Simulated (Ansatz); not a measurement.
# CH₈Al₂Si: up Jacob's ladder to CCSD(T)

One table from this session's results is given with a row withheld; the runs are named, their logs left out.

Program: Ansatz 0.2.0, Gaussian basis. Level of theory: functionals in def2-TZVPP, the program's frozen cores in correlated methods. These are calculated values, not measurements.

Levels to be run: LDA (SPW92), PBE-D4, revPBE-D4, BLYP-D4, r2SCAN-D4, B97M-V, PBE0-D4, B3LYP-D4, r2SCANh-D4, r2SCAN0-D4, HSE06-D4, BHLYP-D4, CAM-B3LYP-D4, LC-ωPBE, ωB97X-V, ωB97M-V, B2PLYP, PBE-QIDH; CCSD(T)/def2-SVP; CCSD(T)/def2-TZVPP; MP2/def2-QZVPP; extrapolation to the limit; RPA on PBE.

### The relaxed structure

All runs share one geometry, relaxed beforehand with PBE0-D4 in a triple-zeta def2 set.

12 atoms, charge 0, spin multiplicity 1.

Atoms are counted from 1 here; the program's logs count them from 0.

Bond lengths: C1–Si2 1.885 Å, C1–H5 1.093 Å, C1–H6 1.092 Å, C1–H7 1.093 Å, Si2–Al3 2.467 Å, Si2–H8 1.496 Å, Si2–H9 1.496 Å, Al3–Al4 2.588 Å, Al3–H10 1.599 Å, Al4–H11 1.597 Å, Al4–H12 1.597 Å. Angles: Si2–C1–H5 110.9°, Si2–C1–H6 111.1°, Si2–C1–H7 110.8°, H5–C1–H6 108.0°, H5–C1–H7 107.9°, H6–C1–H7 108.0°, C1–Si2–Al3 114.3°, C1–Si2–H8 108.9°, C1–Si2–H9 108.9°, Al3–Si2–H8 109.3°, Al3–Si2–H9 109.3°, H8–Si2–H9 105.9°, Si2–Al3–Al4 123.1°, Si2–Al3–H10 116.5°, Al4–Al3–H10 120.4°, Al3–Al4–H11 122.0°, Al3–Al4–H12 122.0°, H11–Al4–H12 116.0°.

As a file:

```xyz
12

C    -0.9718    1.7388   -0.2292
Si    0.2727    1.1292    1.0488
Al    1.0611   -1.1781    0.6756
Al    0.2451   -2.6489   -1.2910
H    -0.5397    1.7206   -1.2326
H    -1.2847    2.7631   -0.0148
H    -1.8637    1.1075   -0.2353
H    -0.3428    1.2269    2.4089
H     1.4463    2.0571    1.0626
H     2.1256   -1.7466    1.7243
H    -1.0406   -3.5878   -1.1692
H     0.9693   -2.6367   -2.7140
```

Set-up of the first run:

in.yaml

```yaml
crystal:
  periodic: [false, false, false]
  atoms:
    - {symbol: C, position_ang: [-0.971819, 1.738775, -0.229197]}
    - {symbol: Si, position_ang: [0.272711, 1.129195, 1.048768]}
    - {symbol: Al, position_ang: [1.061113, -1.178137, 0.675645]}
    - {symbol: Al, position_ang: [0.245149, -2.648908, -1.290988]}
    - {symbol: H, position_ang: [-0.539717, 1.720557, -1.232645]}
    - {symbol: H, position_ang: [-1.284717, 2.763052, -0.014788]}
    - {symbol: H, position_ang: [-1.863713, 1.107468, -0.235315]}
    - {symbol: H, position_ang: [-0.342840, 1.226868, 2.408923]}
    - {symbol: H, position_ang: [1.446273, 2.057103, 1.062585]}
    - {symbol: H, position_ang: [2.125629, -1.746649, 1.724302]}
    - {symbol: H, position_ang: [-1.040582, -3.587784, -1.169151]}
    - {symbol: H, position_ang: [0.969312, -2.636741, -2.714038]}
basis:
  gaussian: {orbitals: def2-TZVPP}
hamiltonian: {xc: lda}
output: {orbitals: {seedname: orbitals}}
```

Run with:

```sh
ansatz run in.yaml --threads 4 --pin off --events-out ev --progress --plain --max-ram 10444MiB
```

Steps of the session up to this table: LDA; PBE-D4 (GGA); revPBE-D4 (GGA); BLYP-D4 (GGA); r2SCAN-D4 (meta-GGA); B97M-V (meta-GGA); PBE0-D4 (hybrid); B3LYP-D4 (hybrid); r2SCANh-D4 (hybrid); r2SCAN0-D4 (hybrid); HSE06-D4 (hybrid); BHLYP-D4 (hybrid); CAM-B3LYP-D4 (range-separated); LC-ωPBE (range-separated); ωB97X-V (range-separated); ωB97M-V (range-separated); B2PLYP (double hybrid); PBE-QIDH (double hybrid).

One of the session's tables, all rows but one given; the rest of the session is left out.

It belongs to the step «Orbital energies across the functionals». 

| functional | HOMO (eV) | LUMO (eV) | gap (eV) |
| --- | --- | --- | --- |
| LDA (SPW92) | -5.71 | -3.20 | 2.51 |
| PBE-D4 | -5.63 | -3.01 | 2.62 |
| revPBE-D4 | ? | ? | ? |
| BLYP-D4 | -5.48 | -2.85 | 2.64 |
| r2SCAN-D4 | -5.83 | -2.84 | 2.99 |
| B97M-V | -5.88 | -3.02 | 2.85 |
| PBE0-D4 | -6.58 | -2.29 | 4.30 |
| B3LYP-D4 | -6.40 | -2.43 | 3.97 |
| r2SCANh-D4 | -6.18 | -2.58 | 3.59 |
| r2SCAN0-D4 | -6.70 | -2.20 | 4.50 |
| HSE06-D4 | -6.20 | -2.65 | 3.54 |
| BHLYP-D4 | -7.42 | -1.46 | 5.96 |
| CAM-B3LYP-D4 | -7.75 | -1.28 | 6.47 |
| LC-ωPBE | -8.99 | -0.29 | 8.70 |
| ωB97X-V | -8.70 | -0.39 | 8.31 |
| ωB97M-V | -8.42 | -0.65 | 7.77 |

**Question.** Estimate the row for revPBE-D4.

As computed: HOMO (eV): -5.60; LUMO (eV): -2.92; gap (eV): 2.68. In the column «HOMO (eV)» it lies between PBE-D4 (-5.63) and BLYP-D4 (-5.48).
